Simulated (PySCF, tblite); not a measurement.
**C₅H₁₀FGaO: geometry, infrared bands and NMR shifts**

Aim: predict the infrared bands and NMR shifts of C₅H₁₀FGaO (`C=C[CH2][Ga]([F])[O]CC`).

Computed with tblite 0.8.0 and PySCF 2.14.0, with density-fitted response routines of our own, on a single molecule in the gas phase. Atoms are numbered from 0 throughout.

### 1 The molecule as given

18 atoms, charge 0, multiplicity 1; geometry from: force field or distance geometry start.

Bonds of the start (Å): C0–C1 1.31, C1–C2 1.52, C2–Ga3 2.05, Ga3–F4 1.96, Ga3–O5 1.81, O5–C6 1.41, C6–C7 1.52, C0–H8 1.10, C0–H9 1.10, C1–H10 1.10, C2–H11 1.11, C2–H12 1.12, C6–H13 1.11, C6–H14 1.09, C7–H15 1.12, C7–H16 1.11, C7–H17 1.10.

### 2 Optimising the geometry with GFN2-xTB

The job: settings as JSON, then the geometry in Å.

```
{"job": {"kind": "relax", "xc": "GFN2-xTB", "basis": "xTB"}, "charge": 0, "multiplicity": 1}
C     -3.861900     0.229900    -0.182700
C     -2.790600    -0.177100     0.456900
C     -1.427000     0.458700     0.255800
Ga    -0.336600    -1.136700    -0.433300
F      0.284600    -1.977200     1.225500
O      1.135600    -0.291600    -1.051700
C      2.190600    -0.293400    -0.115600
C      3.425000     0.420800    -0.632000
H     -4.815700    -0.275100     0.015300
H     -3.812400     1.067400    -0.897100
H     -2.798600    -1.001800     1.183000
H     -1.096300     0.887700     1.221200
H     -1.512900     1.309200    -0.460500
H      1.785800     0.264200     0.756300
H      2.424000    -1.296000     0.244600
H      4.133200    -0.317100    -1.090000
H      3.897200     0.922000     0.242100
H      3.167200     1.212600    -1.356200
```

The run is started by

```console
$ OMP_NUM_THREADS=1 python probes_run.py task.json out
```

The driver reads the jobs from task.json and runs them one after another.

**Question.** This job is followed by: GFN2-xTB harmonic vibrations, gas phase; GIAO PBE0/pcSseg-1 NMR shielding, non-relativistic, gas phase. Predict these results of the whole session: strongest single infrared mode (GFN2-xTB); zero-point energy (GFN2-xTB); ¹³C shifts against TMS (PBE0/pcSseg-1); ¹H shifts against TMS (PBE0/pcSseg-1, means over atoms taken as alike); ¹⁹F shifts against CFCl3 (PBE0/pcSseg-1); ¹⁷O shifts against H2O (PBE0/pcSseg-1); shieldings of Ga (PBE0/pcSseg-1).

The runs gave:

| quantity | value |
| --- | --- |
| strongest single infrared mode (GFN2-xTB) | 1083 cm⁻¹, 89 km/mol |
| zero-point energy (GFN2-xTB) | 85.5 kcal/mol |
| ¹³C shifts against TMS (PBE0/pcSseg-1) | 141.4, 121.2, 68.3, 29.8, 26.7 ppm |
| ¹H shifts against TMS (PBE0/pcSseg-1, means over atoms taken as alike) | 6.27, 5.47, 5.23, 4.35, 2.51, 1.30 ppm |
| ¹⁹F shifts against CFCl3 (PBE0/pcSseg-1) | -145.2 ppm |
| ¹⁷O shifts against H2O (PBE0/pcSseg-1) | 108.5 ppm |
| shieldings of Ga (PBE0/pcSseg-1) | Ga3 1544.9 ppm |

In words: The optimisation took 152 steps and gained 1.437 eV; among the close pairs (by a distance rule), Ga3–F4 changed most, from 1.961 to 1.782 Å. No mode is imaginary among the 48: a minimum at this level. The strongest single mode, at 1083 cm⁻¹, has its largest shares on C6, O5 and C7 (the list is cut at 3 atoms). Unscaled tight-binding wavenumbers are off by several per cent, some by more. Its intensities can rank the bands wrongly. C1 (alkene CH) lies farthest downfield among carbon, at 141.4 ppm; an sp2 carbon of a C=C bond. The most deshielded hydrogen is H10 (hydrogen on an alkene CH), at 6.27 ppm: attached to an sp2 carbon and in the plane of the double bond. At PBE0/pcSseg-1: The largest span, 415 ppm, is at Ga3, where the paramagnetic term is -1100 ppm. Spin-orbit coupling is left out, which matters for shieldings and couplings at and beside the heavy atoms.
